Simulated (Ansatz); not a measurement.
# CH3BBrFSi: a ladder of functionals and wavefunction methods

An exercise on one series of results from a longer session: the logs are not shown, and one member is left open.

Program: Ansatz 0.2.0, Gaussian basis. Level of theory: functionals in def2-TZVPP, the program's frozen cores in correlated methods. These are calculated values, not measurements.

Plan: PBE-D4, r2SCAN-D4, PBE0-D4, B3LYP-D4, ωB97X-V, ωB97M-V, B2PLYP; CCSD(T)/def2-TZVPP; MP2/def2-QZVPP; extrapolation to the limit.

### The relaxed structure

All runs share one geometry, relaxed beforehand with PBE0-D4 in a triple-zeta def2 set.

SMILES `FB1C[SiH]1Br`, 8 atoms, charge 0, spin multiplicity 1.

Atoms are counted from 1 here; the program's logs count them from 0.

Bond lengths: F1–B2 1.310 Å, B2–C3 1.517 Å, B2–Si4 1.931 Å, C3–Si4 1.951 Å, C3–H6 1.088 Å, C3–H7 1.097 Å, Si4–Br5 2.215 Å, Si4–H8 1.479 Å. Angles: F1–B2–C3 135.4°, F1–B2–Si4 146.2°, C3–B2–Si4 67.7°, B2–C3–Si4 66.3°, B2–C3–H6 126.0°, B2–C3–H7 114.9°, Si4–C3–H6 136.7°, Si4–C3–H7 93.0°, H6–C3–H7 111.4°, B2–Si4–C3 46.0°, B2–Si4–Br5 121.3°, B2–Si4–H8 129.6°, C3–Si4–Br5 121.8°, C3–Si4–H8 110.2°, Br5–Si4–H8 108.9°.

The first run:

The input, in.yaml:

```yaml
crystal:
  periodic: [false, false, false]
  atoms:
    - {symbol: F, position_ang: [-1.060373, -0.958596, 1.991118]}
    - {symbol: B, position_ang: [-0.368545, -0.705177, 0.907495]}
    - {symbol: C, position_ang: [0.780577, 0.219340, 0.551223]}
    - {symbol: Si, position_ang: [-0.425621, -0.143444, -0.938917]}
    - {symbol: Br, position_ang: [-1.899261, 1.353611, -1.640234]}
    - {symbol: H, position_ang: [1.098279, 1.092189, 1.118319]}
    - {symbol: H, position_ang: [1.630270, -0.268401, 0.057159]}
    - {symbol: H, position_ang: [0.336774, -0.646723, -2.101962]}
basis:
  gaussian: {orbitals: def2-TZVPP}
hamiltonian: {xc: pbe, dispersion: d4}
output: {forces: true, orbitals: {seedname: orbitals}}
```

The run is started by

```console
$ ansatz run in.yaml --threads 4 --pin off --events-out ev --progress --plain --max-ram 10444MiB
```

Among the steps run: PBE-D4 (GGA); r2SCAN-D4 (meta-GGA); PBE0-D4 (hybrid); B3LYP-D4 (hybrid); ωB97X-V (range-separated); ωB97M-V (range-separated); B2PLYP (double hybrid); CCSD(T) in def2-TZVPP; MP2 in def2-QZVPP.

One table of the session follows, with a row left open; its other results are not shown here.

| method | atomisation energy (kcal/mol) |
| --- | --- |
| PBE-D4 | 716.6 |
| r2SCAN-D4 | 706.2 |
| PBE0-D4 | 703.0 |
| B3LYP-D4 | 693.6 |
| ωB97X-V | 698.4 |
| ωB97M-V | 698.5 |
| B2PLYP | 687.8 |
| HF/def2-TZVPP | 514.0 |
| MP2/def2-TZVPP | 696.2 |
| CCSD/def2-TZVPP | 662.3 |
| CCSD(T)/def2-TZVPP | ? |
| MP2/CBS | 716.3 |
| CCSD(T)/CBS | 695.3 |

**Question.** Estimate the row for CCSD(T)/def2-TZVPP.

As computed: atomisation energy (kcal/mol): 675.2. In the column «atomisation energy (kcal/mol)» it lies between CCSD/def2-TZVPP (662.3) and B2PLYP (687.8).
